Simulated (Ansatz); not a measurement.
# C₅H₁₃NO₂Si₂: a ladder of functionals and wavefunction methods

One table from this session's results is given with a row withheld; the runs are named, their logs left out.

Program: Ansatz 0.2.0, Gaussian basis. Level of theory: functionals in def2-TZVPP, the program's frozen cores in correlated methods. These are calculated values, not measurements.

Levels to be run: LDA (SPW92), PBE-D4, revPBE-D4, BLYP-D4, r2SCAN-D4, B97M-V, PBE0-D4, B3LYP-D4, r2SCANh-D4, r2SCAN0-D4, HSE06-D4, BHLYP-D4, CAM-B3LYP-D4, LC-ωPBE, ωB97X-V, ωB97M-V, B2PLYP, PBE-QIDH; CCSD(T)/def2-SVP; CCSD(T)/def2-TZVPP; MP2/def2-QZVPP; extrapolation to the limit; RPA on PBE.

### Structure used throughout

The geometry comes from an earlier relaxation with PBE0-D4 in a triple-zeta def2 set; it is a stationary point, not always the lowest conformer.

SMILES `C=C[Si@@H](O)N(C)[Si@@H](O)C=C`, 23 atoms, charge 0, spin multiplicity 1.

Atoms are counted from 1 here; the program's logs count them from 0.

Bond lengths: C1–C2 1.330 Å, C1–H11 1.086 Å, C1–H12 1.087 Å, C2–Si3 1.851 Å, C2–H13 1.090 Å, Si3–O4 1.651 Å, Si3–N5 1.724 Å, Si3–H14 1.486 Å, O4–H15 0.958 Å, N5–C6 1.468 Å, N5–Si7 1.724 Å, C6–H16 1.093 Å, C6–H17 1.095 Å, C6–H18 1.093 Å, Si7–O8 1.650 Å, Si7–C9 1.852 Å, Si7–H19 1.485 Å, O8–H20 0.958 Å and more. Angles: C2–C1–H11 121.2°, C2–C1–H12 122.2°, H11–C1–H12 116.6°, C1–C2–Si3 123.8°, C1–C2–H13 118.3°, Si3–C2–H13 117.9°, C2–Si3–O4 104.1°, C2–Si3–N5 111.4°, C2–Si3–H14 112.4°, O4–Si3–N5 112.0°, O4–Si3–H14 111.2°, N5–Si3–H14 105.9°, Si3–O4–H15 116.9°, Si3–N5–C6 116.5°, Si3–N5–Si7 125.7°, C6–N5–Si7 117.1°, N5–C6–H16 110.7°, N5–C6–H17 112.0° and more.

Set-up of the first run:

in.yaml

```yaml
crystal:
  periodic: [false, false, false]
  atoms:
    - {symbol: C, position_ang: [-0.441888, 0.147195, -3.661384]}
    - {symbol: C, position_ang: [0.195130, 0.242204, -2.497424]}
    - {symbol: Si, position_ang: [0.161148, -1.072276, -1.194070]}
    - {symbol: O, position_ang: [-0.826096, -2.236396, -1.823116]}
    - {symbol: N, position_ang: [-0.435579, -0.458506, 0.302466]}
    - {symbol: C, position_ang: [-1.740514, 0.212490, 0.260645]}
    - {symbol: Si, position_ang: [0.461639, -0.340482, 1.769969]}
    - {symbol: O, position_ang: [-0.427938, -0.917810, 3.034492]}
    - {symbol: C, position_ang: [0.868881, 1.402715, 2.244827]}
    - {symbol: C, position_ang: [2.114951, 1.866295, 2.200514]}
    - {symbol: H, position_ang: [-1.019802, -0.735996, -3.915752]}
    - {symbol: H, position_ang: [-0.413466, 0.940261, -4.403973]}
    - {symbol: H, position_ang: [0.760573, 1.150685, -2.290477]}
    - {symbol: H, position_ang: [1.512789, -1.614237, -0.900667]}
    - {symbol: H, position_ang: [-0.913056, -3.047699, -1.322003]}
    - {symbol: H, position_ang: [-2.218422, 0.189069, 1.243596]}
    - {symbol: H, position_ang: [-1.654268, 1.258342, -0.052081]}
    - {symbol: H, position_ang: [-2.412720, -0.290571, -0.439182]}
    - {symbol: H, position_ang: [1.719257, -1.102243, 1.559581]}
    - {symbol: H, position_ang: [-0.777642, -1.805733, 2.946959]}
    - {symbol: H, position_ang: [0.077389, 2.081794, 2.558848]}
    - {symbol: H, position_ang: [2.947468, 1.232877, 1.903803]}
    - {symbol: H, position_ang: [2.366965, 2.890920, 2.459927]}
basis:
  gaussian: {orbitals: def2-TZVPP}
hamiltonian: {xc: lda}
output: {orbitals: {seedname: orbitals}}
```

Among the steps run: LDA; PBE-D4 (GGA); revPBE-D4 (GGA); BLYP-D4 (GGA); r2SCAN-D4 (meta-GGA); B97M-V (meta-GGA); PBE0-D4 (hybrid); B3LYP-D4 (hybrid); r2SCANh-D4 (hybrid); r2SCAN0-D4 (hybrid); HSE06-D4 (hybrid); BHLYP-D4 (hybrid); CAM-B3LYP-D4 (range-separated); LC-ωPBE (range-separated); ωB97X-V (range-separated); ωB97M-V (range-separated); B2PLYP (double hybrid); PBE-QIDH (double hybrid).

One of the session's tables, all rows but one given; the rest of the session is left out.

It belongs to the step «Frontier levels by functional». 

| functional | HOMO (eV) | gap (eV) |
| --- | --- | --- |
| LDA (SPW92) | -5.93 | 4.27 |
| PBE-D4 | -5.78 | 4.36 |
| revPBE-D4 | -5.71 | 4.40 |
| BLYP-D4 | -5.65 | 4.39 |
| r2SCAN-D4 | -6.03 | 4.83 |
| B97M-V | -6.14 | 4.95 |
| PBE0-D4 | -7.07 | 6.65 |
| B3LYP-D4 | -6.84 | 6.22 |
| r2SCANh-D4 | -6.51 | 5.68 |
| r2SCAN0-D4 | -7.25 | 6.95 |
| HSE06-D4 | -6.67 | 5.87 |
| BHLYP-D4 | ? | ? |
| CAM-B3LYP-D4 | -8.43 | 9.14 |
| LC-ωPBE | -9.78 | 11.66 |
| ωB97X-V | -9.43 | 11.19 |
| ωB97M-V | -9.36 | 10.87 |

Q: Estimate the row for BHLYP-D4 from the others.

Worked estimate for «HOMO (eV)». Against the share of exact exchange, BLYP-D4 (0, -5.65), B3LYP-D4 (0.2, -6.84) give a slope of -5.95 per unit share; at 0.5 the line stands at -8.62.

As computed: HOMO (eV): -8.27; gap (eV): 8.92. In «HOMO (eV)» the line misses by -0.35.
